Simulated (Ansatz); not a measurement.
# CH₅AlFNO: one species, many methods

How much do the methods differ for CH₅AlFNO? The plan is to run it at one geometry with functionals of several rungs and with coupled cluster, and see how far each lands from CCSD(T) at the basis-set limit for the atomisation energy.

Method: functionals in def2-TZVPP, the program's frozen cores in correlated methods; program: Ansatz 0.2.0, Gaussian basis.

Levels to be run: PBE-D4, r2SCAN-D4, PBE0-D4, B3LYP-D4, ωB97X-V, ωB97M-V, B2PLYP; CCSD(T)/def2-TZVPP; MP2/def2-QZVPP; extrapolation to the limit.

### Step 1. Structure used throughout

All runs share one geometry, relaxed beforehand with PBE0-D4 in a triple-zeta def2 set.

10 atoms, charge 0, spin multiplicity 1.

Atoms are counted from 1 here; the program's logs count them from 0.

Bond lengths: O1–C2 1.456 Å, O1–Al5 2.015 Å, O1–H6 0.965 Å, C2–F3 1.399 Å, C2–N4 1.365 Å, C2–H7 1.094 Å, N4–Al5 1.853 Å, N4–H8 1.004 Å, Al5–H9 1.588 Å, Al5–H10 1.587 Å. Angles: C2–O1–Al5 89.2°, C2–O1–H6 109.4°, Al5–O1–H6 124.2°, O1–C2–F3 104.1°, O1–C2–N4 102.3°, O1–C2–H7 109.9°, F3–C2–N4 116.0°, F3–C2–H7 104.7°, N4–C2–H7 118.9°, C2–N4–Al5 99.1°, C2–N4–H8 116.7°, Al5–N4–H8 138.6°, O1–Al5–N4 69.1°, O1–Al5–H9 105.5°, O1–Al5–H10 111.3°, N4–Al5–H9 119.5°, N4–Al5–H10 117.4°, H9–Al5–H10 119.9°.

### Step 2. PBE-D4 (GGA)

File in.yaml:

```yaml
crystal:
  periodic: [false, false, false]
  atoms:
    - {symbol: O, position_ang: [-0.572562, 0.705315, -0.678861]}
    - {symbol: C, position_ang: [-0.391738, 0.591265, 0.760950]}
    - {symbol: F, position_ang: [-1.653679, 0.213126, 1.233278]}
    - {symbol: N, position_ang: [0.589853, -0.352065, 0.857008]}
    - {symbol: Al, position_ang: [0.741755, -0.799872, -0.934524]}
    - {symbol: H, position_ang: [-1.512226, 0.647117, -0.890253]}
    - {symbol: H, position_ang: [-0.219196, 1.581278, 1.194375]}
    - {symbol: H, position_ang: [1.168331, -0.319301, 1.676619]}
    - {symbol: H, position_ang: [-0.108244, -2.010129, -1.514234]}
    - {symbol: H, position_ang: [2.040907, -0.307837, -1.701557]}
basis:
  gaussian: {orbitals: def2-TZVPP}
hamiltonian: {xc: pbe, dispersion: d4}
output: {forces: true, orbitals: {seedname: orbitals}}
```

Run with:

```console
$ ansatz run in.yaml --threads 4 --pin off --events-out ev --progress --plain --max-ram 10444MiB
```

The runs that follow: r2SCAN-D4 (meta-GGA); PBE0-D4 (hybrid); B3LYP-D4 (hybrid); ωB97X-V (range-separated); ωB97M-V (range-separated); B2PLYP (double hybrid); CCSD(T) in def2-TZVPP; MP2 in def2-QZVPP.

Q: Predict the results of all the runs planned. Wanted: atomisation energy, CCSD(T)/CBS; farthest; mean size of error, hybrid; mean size of error, range-separated; gap, smallest and largest; T1 diagnostic; triples share of the correlation energy.

**Answer**, as computed:

```
                               quantity                                  value
        atomisation energy, CCSD(T)/CBS                          3505.3 kJ/mol
 functionals within 17.5 kJ/mol (0.5 %)  r2SCAN-D4, B3LYP-D4, ωB97X-V, ωB97M-V
                               farthest                  PBE-D4 (+72.6 kJ/mol)
             mean size of error, hybrid                            18.1 kJ/mol
    mean size of error, range-separated                            13.9 kJ/mol
              gap, smallest and largest   4.91 eV (PBE-D4), 11.32 eV (ωB97X-V)
                          T1 diagnostic                                 0.0118
triples share of the correlation energy                                  3.5 %
```

In words: PBE-D4 is off by +72.6 kJ/mol. Double hybrids carry the basis error of their MP2 part in triple zeta, and no dispersion term here, so their miss is partly the set-up's. Misses under about 17.5 kJ/mol are within the doubt on the reference itself, which lacks core-valence correlation, relativity and higher excitations. Hartree-Fock recovers 68 % of the binding; the rest is correlation. The gap grows from 4.9 to 11.3 eV across the functionals, mostly with the share of exact exchange.
